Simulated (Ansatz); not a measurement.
# ClHOZn + H2: a complex and its separated parts

The complex below is one end of an elementary step. How strongly is it bound against its free parts?

The runs use Ansatz 0.2.0, Gaussian basis; PBE0-D4/def2-TZVP structures, single points in def2-TZVPP, no counterpoise correction.

Levels: SPW92, PBE-D4, BLYP-D4, r2SCAN-D4, B97M-V, PBE0-D4, B3LYP-D4, r2SCAN0-D4, BHLYP-D4, CAM-B3LYP-D4, wB97X-V, wB97M-V, B2PLYP, PBE-QIDH, RPA on PBE, Hartree-Fock, MP2, CCSD, CCSD(T).

Correlated methods freeze the cores. The 3s and 3p shells of Cu and Zn are frozen; filled d shells are correlated. B3LYP uses VWN-RPA correlation. B2PLYP carries no dispersion term here.

21 further runs of the same task are left out: 21 set aside as unsound or not needed.

## 1. The system as given

The complex: 6 atoms, charge 0, spin multiplicity 1.

Atoms are counted from 1 here; the program's logs count them from 0.

Bond lengths: Zn1–O2 1.773 Å, Zn1–Cl3 2.089 Å, O2–H6 0.959 Å, H4–H5 0.751 Å. Angles: O2–Zn1–Cl3 179.9°, Zn1–O2–H6 115.8°.

As a file:

```xyz
6
charge 0, multiplicity 1
Zn   -0.6767   -0.2994   -0.3489
O     0.1019   -1.0307    1.0656
Cl   -1.5979    0.5591   -2.0162
H     1.3456    1.0813    0.2360
H     1.1483    1.5070   -0.3506
H    -0.3212   -1.8173    1.4140
```

Its parts: ClHOZn holds atoms 1, 2, 3, 6; H2 holds atoms 4, 5. Each part counts its atoms afresh in its own runs.

## 2. Relaxing ClHOZn alone

relax-a/in.yaml reads:

```yaml
crystal:
  periodic: [false, false, false]
  atoms:
    - {symbol: Zn, position_ang: [-0.676724, -0.299445, -0.348908]}
    - {symbol: O, position_ang: [0.101947, -1.030715, 1.065599]}
    - {symbol: Cl, position_ang: [-1.597903, 0.559143, -2.016211]}
    - {symbol: H, position_ang: [-0.321188, -1.817275, 1.414042]}
basis:
  gaussian: {orbitals: def2-TZVP}
hamiltonian: {xc: pbe0, dispersion: d4}
relax: {f_tol: 0.005, max_steps: 200}
```

No record of the launch command was kept for these runs.

The log of the run (excerpt; [...] marks lines left out):

```text
Functional definition: PBE0
  name "PBE0"
  cite "Adamo & Barone, J. Chem. Phys. 110, 6158 (1999) doi:10.1063/1.478522"
  cite "Perdew, Burke & Ernzerhof, Phys. Rev. Lett. 77, 3865 (1996) doi:10.1103/PhysRevLett.77.3865"
  parent pbe
[...]
1004 factors; their error is unknown
[...]
mean field -62996.01593642 eV, -2315.0608854301 hartree, gradient 2.4e-5 eV, S^2 0.000000; 0 other end points of the search recorded, 0 dependent functions left out
[...]
reference -62996.01596674 eV, -2315.0608865445 hartree; 28, 28 occupied and 94, 94 virtual orbitals, 1004 factors
relax step   1: F+E_penalty+E_count = -62996.06471587 eV  Δ(F+E_penalty+E_count) = +0.000e0 eV  max|allowed force component| = 1.310e-1 eV/Å  Δτ_max = 0.0000 Å  (27 SCF iters, accepted)
[...]
relax step   4: F+E_penalty+E_count = -62996.06976469 eV  Δ(F+E_penalty+E_count) = -1.512e-5 eV  max|allowed force component| = 1.070e-2 eV/Å  Δτ_max = 0.0012 Å  (32 SCF iters, accepted)
[...]
relax step   5: F+E_penalty+E_count = -62996.06978219 eV  Δ(F+E_penalty+E_count) = -1.750e-5 eV  max|allowed force component| = 9.578e-4 eV/Å  Δτ_max = 0.0026 Å  (32 SCF iters, accepted)
1004 factors; their error is unknown
[...]
mean field -62996.02088819 eV, -2315.0610674045 hartree, gradient 4.4e-5 eV, S^2 0.000000; 1 other end points of the search recorded, 0 dependent functions left out
[...]
reference -62996.02091853 eV, -2315.0610685194 hartree; 28, 28 occupied and 94, 94 virtual orbitals, 1004 factors
Total energy: -62996.06981253 eV, -2315.0628653408 hartree
Atom 0 at    -0.714058    -0.333889    -0.351169 Å, force     0.000111    -0.000199     0.000291 eV/Å
Atom 1 at     0.101473    -1.021725     1.056685 Å, force     0.000025     0.000957    -0.000880 eV/Å
Atom 2 at    -1.577482     0.577037    -2.014084 Å, force     0.000105     0.000028     0.000071 eV/Å
Atom 3 at    -0.303800    -1.809715     1.423090 Å, force    -0.000241    -0.000786     0.000518 eV/Å
Dipole moment:    -0.122828    -0.288013     0.157464 e Å
```

Wall time 6.5 s (4 threads, shared host); peak memory 0.25 GiB.

Step by step:

```
step  energy from step 1 (eV)  largest force component (eV/Å)
   1                   0.0000                          0.1310
   2                  -0.0040                          0.0642
   3                  -0.0050                          0.0146
   4                  -0.0050                          0.0107
   5                  -0.0051                          0.0010
```

Close pairs (by a distance rule), those that changed most:

```
   bond  before (Å)  after (Å)  change (Å)
 Zn1–O2       1.773      1.766      -0.006
Zn1–Cl3       2.089      2.083      -0.006
  O2–H4       0.959      0.959      +0.000
```

## 3. Relaxing H2 alone

relax-b/in.yaml reads:

```yaml
crystal:
  periodic: [false, false, false]
  atoms:
    - {symbol: H, position_ang: [1.345640, 1.081258, 0.236029]}
    - {symbol: H, position_ang: [1.148328, 1.507036, -0.350552]}
basis:
  gaussian: {orbitals: def2-TZVP}
hamiltonian: {xc: pbe0, dispersion: d4}
relax: {f_tol: 0.005, max_steps: 200}
```

The log of the run (excerpt; [...] marks lines left out):

```text
[... 5 set-up lines as earlier in the session ...]
[...]
88 factors; their error is unknown
[...]
mean field -31.78818993 eV, -1.1681944330 hartree, gradient 1.7e-5 eV, S^2 0.000000; 0 other end points of the search recorded, 0 dependent functions left out
[...]
reference -31.78820582 eV, -1.1681950172 hartree; 1, 1 occupied and 11, 11 virtual orbitals, 88 factors
relax step   1: F+E_penalty+E_count = -31.78979832 eV  Δ(F+E_penalty+E_count) = +0.000e0 eV  max|allowed force component| = 1.410e-1 eV/Å  Δτ_max = 0.0000 Å  (15 SCF iters, accepted)
[...]
relax step   2: F+E_penalty+E_count = -31.79025918 eV  Δ(F+E_penalty+E_count) = -4.609e-4 eV  max|allowed force component| = 2.256e-3 eV/Å  Δτ_max = 0.0025 Å  (18 SCF iters, accepted)
88 factors; their error is unknown
mean field -31.78865262 eV, -1.1682114365 hartree, gradient 8.1e-6 eV, S^2 0.000000; 1 other end points of the search recorded, 0 dependent functions left out
[...]
reference -31.78866848 eV, -1.1682120195 hartree; 1, 1 occupied and 11, 11 virtual orbitals, 88 factors
Total energy: -31.79027505 eV, -1.1682710597 hartree
Atom 0 at     1.344983     1.082675     0.234077 Å, force    -0.000759     0.001637    -0.002256 eV/Å
Atom 1 at     1.148985     1.505619    -0.348600 Å, force     0.000759    -0.001637     0.002256 eV/Å
Dipole moment:    -0.000000     0.000000    -0.000000 e Å
```

Wall time 0.1 s (4 threads, shared host).

Step by step:

```
step  energy from step 1 (eV)  largest force component (eV/Å)
   1                   0.0000                          0.1410
   2                  -0.0005                          0.0023
```

The bond:

```
 bond  before (Å)  after (Å)  change (Å)
H1–H2       0.751      0.746      -0.005
```

## 4. wB97M-V/def2-TZVPP

parta/in.yaml reads:

```yaml
crystal:
  periodic: [false, false, false]
  atoms:
    - {symbol: Zn, position_ang: [-0.714058, -0.333889, -0.351169]}
    - {symbol: O, position_ang: [0.101473, -1.021725, 1.056685]}
    - {symbol: Cl, position_ang: [-1.577482, 0.577037, -2.014084]}
    - {symbol: H, position_ang: [-0.303800, -1.809715, 1.423090]}
basis:
  gaussian: {orbitals: def2-TZVPP}
hamiltonian: {xc: {name: wB97M-V}}
```

partb/in.yaml reads:

```yaml
crystal:
  periodic: [false, false, false]
  atoms:
    - {symbol: H, position_ang: [1.344983, 1.082675, 0.234077]}
    - {symbol: H, position_ang: [1.148985, 1.505619, -0.348600]}
basis:
  gaussian: {orbitals: def2-TZVPP}
hamiltonian: {xc: {name: wB97M-V}}
```

parta printed (excerpt; [...] marks lines left out):

```text
Functional definition: wB97M-V
  name "wB97M-V"
  cite "Mardirossian & Head-Gordon, J. Chem. Phys. 144, 214110 (2016) doi:10.1063/1.4952647"
  cite "Becke, J. Chem. Phys. 107, 8554 (1997) doi:10.1063/1.475007"
  cite "Vydrov & Van Voorhis, J. Chem. Phys. 133, 244103 (2010) doi:10.1063/1.3521275"
  # Of w^i u^j: cxij and so on, Table III.
[...]
  gx(w, u) = 1 - cx + cx01*u + cx10*w
  gss(w, u) = css00 + css04*u^4 + css10*w + css20*w^2 + css43*w^4*u^3
  gos(w, u) = cos00 + cos10*w + (cos20 + cos21*u)*w^2 + (cos60 + cos61*u)*w^6
[...]
      + integral(e_c_pw_mod_opposite_spin*gos(b97_w_opposite, b97_u_opposite)) + vv10(b, c)
1056 factors; their error is unknown
154 factors; integrals over basis functions are off by at most 3.7e-5 eV
[...]
mean field -63005.34410246 eV, -2315.4036892094 hartree, gradient 3.9e-5 eV, S^2 0.000000; 0 other end points of the search recorded, 0 dependent functions left out
reference -63005.34414995 eV, -2315.4036909546 hartree; 28, 28 occupied and 123, 123 virtual orbitals, 1056 factors
Total energy: -63005.34414995 eV, -2315.4036909546 hartree
```

partb printed (excerpt; [...] marks lines left out):

```text
[... 5 set-up lines as earlier in the session ...]
  # Of w^i u^j: cxij and so on, Table III.
[...]
  gx(w, u) = 1 - cx + cx01*u + cx10*w
  gss(w, u) = css00 + css04*u^4 + css10*w + css20*w^2 + css43*w^4*u^3
  gos(w, u) = cos00 + cos10*w + (cos20 + cos21*u)*w^2 + (cos60 + cos61*u)*w^6
[...]
      + integral(e_c_pw_mod_opposite_spin*gos(b97_w_opposite, b97_u_opposite)) + vv10(b, c)
118 factors; their error is unknown
42 factors; integrals over basis functions are off by at most 3.0e-5 eV
[...]
mean field -31.60110927 eV, -1.1613193457 hartree, gradient 7.3e-6 eV, S^2 0.000000; 0 other end points of the search recorded, 0 dependent functions left out
reference -31.60113353 eV, -1.1613202371 hartree; 1, 1 occupied and 27, 27 virtual orbitals, 118 factors
Total energy: -31.60113353 eV, -1.1613202371 hartree
```

They took 3.2 s (parta), 0.15 s (partb) on 4 threads, shared host; peak memory 0.41 GiB.

## 5. CCSD(T)/def2-TZVPP

parta/in.yaml: that of step 4 with these lines changed.

```diff
@@ -9,2 +9,2 @@
   gaussian: {orbitals: def2-TZVPP}
-hamiltonian: {xc: {name: wB97M-V}}
+correlation: {method: ccsd_t, frozen_orbitals: {Cl: 5, H: 0, O: 1, Zn: 9}}
```

partb/in.yaml: that of step 4 with these lines changed.

```diff
@@ -7,2 +7,2 @@
   gaussian: {orbitals: def2-TZVPP}
-hamiltonian: {xc: {name: wB97M-V}}
+correlation: {method: ccsd_t}
```

Output in parta (excerpt; [...] marks lines left out):

```text
Functional definition: HF
  name "HF"
  cite "Fock, Z. Phys. 61, 126 (1930) doi:10.1007/BF01340294"
[... 1 set-up line as earlier in the session ...]
[...]
984 factors; integrals over basis functions are off by at most 1.1e-3 eV
[...]
mean field -62936.46335310 eV, -2312.8723683592 hartree, gradient 3.2e-6 eV, S^2 0.000000; 0 other end points of the search recorded, 0 dependent functions left out
15 core orbitals not correlated: weight in the atoms' cores, before any rotation towards them, 1.000 or more for the frozen orbitals, at most 0.000 for the correlated occupied ones
reference -62936.46335310 eV, -2312.8723683592 hartree; 13, 13 occupied and 123, 123 virtual orbitals, 984 factors
second order -25.45627073 eV of doubles, -0.00000000 eV of singles
cycle   1  -23.82093867 eV  change     1.6e0 eV  update   1.2e-1
[...]
cycle  10  -24.59650183 eV  change   -1.4e-5 eV  update   1.5e-5
perturbative correction -0.84322558 eV, -0.0309879683 hartree
Total energy: -62961.90308051 eV, -2313.8072610979 hartree
```

Output in partb (excerpt; [...] marks lines left out):

```text
[... 4 set-up lines as earlier in the session ...]
[...]
145 factors; integrals over basis functions are off by at most 7.4e-4 eV
[...]
mean field -30.82769271 eV, -1.1328968115 hartree, gradient 4.3e-7 eV, S^2 0.000000; 0 other end points of the search recorded, 0 dependent functions left out
reference -30.82769271 eV, -1.1328968115 hartree; 1, 1 occupied and 27, 27 virtual orbitals, 145 factors
second order -0.86257775 eV of doubles, -0.00000000 eV of singles
cycle   1  -1.00723536 eV  change   -1.4e-1 eV  update   2.6e-2
[...]
cycle   7  -1.07308762 eV  change    7.5e-7 eV  update   4.1e-7
perturbative correction -0.00000000 eV, -0.0000000000 hartree
Total energy: -31.90078033 eV, -1.1723320541 hartree
```

Times: 5.5 s (parta), 0.1 s (partb) on 4 threads, shared host; peak memory 0.72 GiB.

## 6. Vibrations of ClHOZn

vib-parta/in.yaml reads:

```yaml
crystal:
  periodic: [false, false, false]
  atoms:
    - {symbol: Zn, position_ang: [-0.714058, -0.333889, -0.351169]}
    - {symbol: O, position_ang: [0.101473, -1.021725, 1.056685]}
    - {symbol: Cl, position_ang: [-1.577482, 0.577037, -2.014084]}
    - {symbol: H, position_ang: [-0.303800, -1.809715, 1.423090]}
basis:
  gaussian: {orbitals: def2-TZVP}
hamiltonian: {xc: pbe0, dispersion: d4}
phonons: {temperatures: {t_min: 298.15, t_max: 900, t_step: 200}}
```

The log of the run (excerpt; [...] marks lines left out):

```text
[... 5 set-up lines as earlier in the session ...]
[...]
1004 factors; their error is unknown
[...]
mean field -62996.02088820 eV, -2315.0610674046 hartree, gradient 2.5e-5 eV, S^2 0.000000; 0 other end points of the search recorded, 0 dependent functions left out
[...]
reference -62996.02091854 eV, -2315.0610685195 hartree; 28, 28 occupied and 94, 94 virtual orbitals, 1004 factors
[... from here to the last solve, the lines of the solves are left out (15 solves) ...]
1004 factors; their error is unknown
mean field -62996.02086543 eV, -2315.0610665680 hartree, gradient 8.8e-7 eV, S^2 0.000000; 0 other end points of the search recorded, 0 dependent functions left out
[...]
reference -62996.02089577 eV, -2315.0610676830 hartree; 28, 28 occupied and 94, 94 virtual orbitals, 1004 factors
Total energy: -62996.06981254 eV, -2315.0628653410 hartree
Atom 0 at    -0.714058    -0.333889    -0.351169 Å, force     0.000110    -0.000200     0.000292 eV/Å
Atom 1 at     0.101473    -1.021725     1.056685 Å, force     0.000027     0.000958    -0.000878 eV/Å
Atom 2 at    -1.577482     0.577037    -2.014084 Å, force     0.000103     0.000030     0.000068 eV/Å
Atom 3 at    -0.303800    -1.809715     1.423090 Å, force    -0.000241    -0.000788     0.000519 eV/Å
Dipole moment:    -0.122828    -0.288013     0.157464 e Å
Vibrations: 134.93 141.02 411.94 700.33 776.91 3909.50 cm⁻¹, zero-point energy 0.376579 eV
```

Wall time 16 s (4 threads, shared host); peak memory 0.25 GiB.

The modes, with what each moves most:

```
mode  wavenumber (cm⁻¹)      character
   1                135           bend
   2                141           bend
   3                412  Zn–Cl stretch
   4                700   Zn–O stretch
   5                777           bend
   6               3910    O–H stretch
```

Vibrational sums (real modes only):

```
T (K)  entropy (J/mol/K)  heat capacity (J/mol/K)
  298               29.8                     28.4
  498               46.3                     35.4
  698               58.7                     38.3
  898               68.6                     40.0
```

## 7. Vibrations of H2

vib-partb/in.yaml reads:

```yaml
crystal:
  periodic: [false, false, false]
  atoms:
    - {symbol: H, position_ang: [1.344983, 1.082675, 0.234077]}
    - {symbol: H, position_ang: [1.148985, 1.505619, -0.348600]}
basis:
  gaussian: {orbitals: def2-TZVP}
hamiltonian: {xc: pbe0, dispersion: d4}
phonons: {temperatures: {t_min: 298.15, t_max: 900, t_step: 200}}
```

The log of the run (excerpt; [...] marks lines left out):

```text
[... 5 set-up lines as earlier in the session ...]
[...]
88 factors; their error is unknown
[...]
mean field -31.78865262 eV, -1.1682114366 hartree, gradient 1.8e-5 eV, S^2 0.000000; 0 other end points of the search recorded, 0 dependent functions left out
[...]
reference -31.78866848 eV, -1.1682120195 hartree; 1, 1 occupied and 11, 11 virtual orbitals, 88 factors
[...]
88 factors; their error is unknown
mean field -31.78865260 eV, -1.1682114361 hartree, gradient 4.1e-7 eV, S^2 0.000000; 0 other end points of the search recorded, 0 dependent functions left out
[...]
reference -31.78866847 eV, -1.1682120190 hartree; 1, 1 occupied and 11, 11 virtual orbitals, 88 factors
[...]
88 factors; their error is unknown
[...]
mean field -31.78853234 eV, -1.1682070164 hartree, gradient 2.3e-7 eV, S^2 0.000000; 0 other end points of the search recorded, 0 dependent functions left out
[...]
reference -31.78854822 eV, -1.1682076000 hartree; 1, 1 occupied and 11, 11 virtual orbitals, 88 factors
[...]
88 factors; their error is unknown
mean field -31.78854721 eV, -1.1682075631 hartree, gradient 2.3e-7 eV, S^2 0.000000; 0 other end points of the search recorded, 0 dependent functions left out
[...]
reference -31.78856306 eV, -1.1682081455 hartree; 1, 1 occupied and 11, 11 virtual orbitals, 88 factors
Total energy: -31.79027505 eV, -1.1682710597 hartree
Atom 0 at     1.344983     1.082675     0.234077 Å, force    -0.000758     0.001635    -0.002252 eV/Å
Atom 1 at     1.148985     1.505619    -0.348600 Å, force     0.000758    -0.001635     0.002252 eV/Å
Dipole moment:     0.000000    -0.000000     0.000000 e Å
Vibrations: 4413.95 cm⁻¹, zero-point energy 0.273630 eV
```

Wall time 0.2 s (4 threads, shared host).

The modes, with what each moves most:

```
mode  wavenumber (cm⁻¹)    character
   1               4414  H–H stretch
```

Vibrational sums (real modes only):

```
T (K)  entropy (J/mol/K)  heat capacity (J/mol/K)
  298                0.0                      0.0
  498                0.0                      0.0
  698                0.0                      0.1
  898                0.1                      0.4
```

## 8. Complex less separated parts

The complex's own energies come from single points at the same levels. Levels not printed above were run the same way.

Rows are in def2-TZVPP; times add the 3 runs of a level on a shared host, so small differences are noise.

Differences are taken before rounding.

```
      method                    rung  complex less parts (kJ/mol)  from CCSD(T) (kJ/mol)   time
       SPW92                     LDA                        -16.9                  -11.0  1.3 s
      PBE-D4                     GGA                         -7.6                   -1.7  1.9 s
     BLYP-D4                     GGA                         -4.2                   +1.8  1.9 s
   r2SCAN-D4                meta-GGA                         -8.6                   -2.7  4.5 s
      B97M-V                meta-GGA                         -7.1                   -1.1    9 s
     PBE0-D4                  hybrid                         -8.2                   -2.2  3.1 s
    B3LYP-D4                  hybrid                         -5.9                    0.0  2.6 s
  r2SCAN0-D4                  hybrid                         -9.3                   -3.4  5.2 s
    BHLYP-D4                  hybrid                         -7.8                   -1.9  2.6 s
CAM-B3LYP-D4  range-separated hybrid                         -7.4                   -1.5  2.8 s
     wB97X-V  range-separated hybrid                         -7.7                   -1.8  6.6 s
     wB97M-V  range-separated hybrid                         -7.8                   -1.8  7.7 s
      B2PLYP           double hybrid                         -3.7                   +2.3  4.3 s
    PBE-QIDH           double hybrid                         -6.6                   -0.6  4.5 s
  RPA on PBE                     RPA                         -3.1                   +2.9  3.8 s
Hartree-Fock            wavefunction                         -1.4                   +4.6       
         MP2            wavefunction                         -5.2                   +0.8       
        CCSD            wavefunction                         -5.4                   +0.6       
     CCSD(T)            wavefunction                         -6.0                      0   32 s
```

Among the levels timed on like hardware and quicker than the yardstick, those that no quicker one beats, quickest first: SPW92 (1.3 s, -11.0 kJ/mol); PBE-D4 (1.9 s, -1.7 kJ/mol); B3LYP-D4 (2.6 s, 0.0 kJ/mol).

For cost: B3LYP-D4 gets within 0.0 kJ/mol in 2.6 s, where CCSD(T) took 32 s; the quickest level in the cost chart, SPW92, takes 1.3 s and misses by 11.0 kJ/mol.

The complex's zero-point energy, from a separate PBE0-D4 run, is 0.728 eV.

## 9. What came out

| quantity | value |
| --- | --- |
| complex less parts, CCSD(T)/def2-TZVPP | -6.0 kJ/mol |
| with zero-point energy | +1.5 kJ/mol |
| largest T1 diagnostic | 0.016 |

What this shows: At CCSD(T) the complex lies 6.0 kJ/mol below its parts. B3LYP-D4 is the best functional here (0.0 kJ/mol from CCSD(T)); SPW92 is the worst (-11.0 kJ/mol). By rung, the mean size of the error is: LDA 11.0, GGA 1.7, meta-GGA 1.9, hybrid 1.9, range-separated hybrid 1.7, double hybrid 1.4 kJ/mol. PBE-D4 gives a relative energy 1.7 kJ/mol too low, an error of 28 % of the reference. No counterpoise was applied, and triple zeta lacks some correlation, so the CCSD(T) reference has a basis error of its own, and close matches with it are partly luck.
